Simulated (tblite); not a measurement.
# C7H13B: the cost of one run

Computed with tblite 0.8.0 and PySCF 2.14.0, with density-fitted response routines of our own, on a single molecule, in the gas phase or a continuum. Atoms are numbered from 0 throughout.

## Step 1: Starting geometry

21 atoms, charge 0, multiplicity 1; geometry from: force field or distance geometry start.

Bonds of the start (Å): C0–C1 1.33, C1–C2 1.52, C1–C3 1.52, C3–B4 1.58, B4–C5 1.57, C5–C6 1.53, C6–C7 1.53, C7–C3 1.55, C0–H8 1.09, C0–H9 1.08, C2–H10 1.12, C2–H11 1.10, C2–H12 1.12, C3–H13 1.10, B4–H14 1.19, C5–H15 1.12, C5–H16 1.11, C6–H17 1.10, C6–H18 1.12, C7–H19 1.11, C7–H20 1.11.

## Step 2: Optimising the geometry with GFN2-xTB

What the job is given:

```
{"job": {"kind": "relax", "xc": "GFN2-xTB", "basis": "xTB"}, "charge": 0, "multiplicity": 1}
C     -2.505000     0.999500     0.515600
C     -1.473800     0.167900     0.433300
C     -1.531100    -1.153200     1.189100
C     -0.232000     0.568800    -0.352800
B      0.199000    -0.538800    -1.391100
C      1.743000    -0.793500    -1.244000
C      2.216900     0.310600    -0.297100
C      1.013200     0.742700     0.545200
H     -3.394900     0.734300     1.087100
H     -2.504600     1.962500     0.016300
H     -2.394600    -1.753000     0.801400
H     -0.613800    -1.744300     1.059000
H     -1.690800    -0.959400     2.280500
H     -0.399200     1.502400    -0.914700
H     -0.300700    -0.532100    -2.468100
H      1.904500    -1.792300    -0.773900
H      2.268700    -0.725700    -2.217700
H      2.578600     1.170800    -0.886200
H      3.042700    -0.048100     0.362900
H      1.115800     1.796500     0.876100
H      0.949100     0.101300     1.451300
```

Run with:

```
$ OMP_NUM_THREADS=1 python probes_run.py task.json out
```

This one command runs all jobs of the session in turn.

Q: Estimate the wall time and peak memory of this first job on 1 thread of Arm Neoverse N1, shared host.

About 1.5 s, with a peak of 0.18 GiB.
